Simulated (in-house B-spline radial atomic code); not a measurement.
# Ce: the cost of one run

Program: an in-house B-spline radial atomic code, version 1. Level of theory: Dirac-Hartree-Fock, RPA and Brueckner orbitals, sums over states, B-spline basis. These are calculated values, not measurements, unless marked.

### Step 1. What is computed

* element: cerium (Z = 58)
* charge: +25
* closed core: [Ar] 3d10 4s2 4p1/2^2
* nucleus: mass number 140, rms radius 4.877 fm
* note: closed in jj coupling only

### Step 2. The run and its levels

The run's settings:

```ini
basis_form = 2
Z = 58
core_configuration = [Ar] 3d10 4s2 4p-2
rms_radius = 4.8771
mass_number = 140
speed_of_light = 137.035999084
box_radius = 2.692
lmax = 6
intervals = 57
virtual_cutoff = 6728.0
```

Launch:

```console
python run_mb.py task.json out
```

**Question.** How long does this run take on 1 thread of Arm Neoverse N1, shared host, and how much memory does it need?

About 32 s, with a peak of 0.23 GiB.
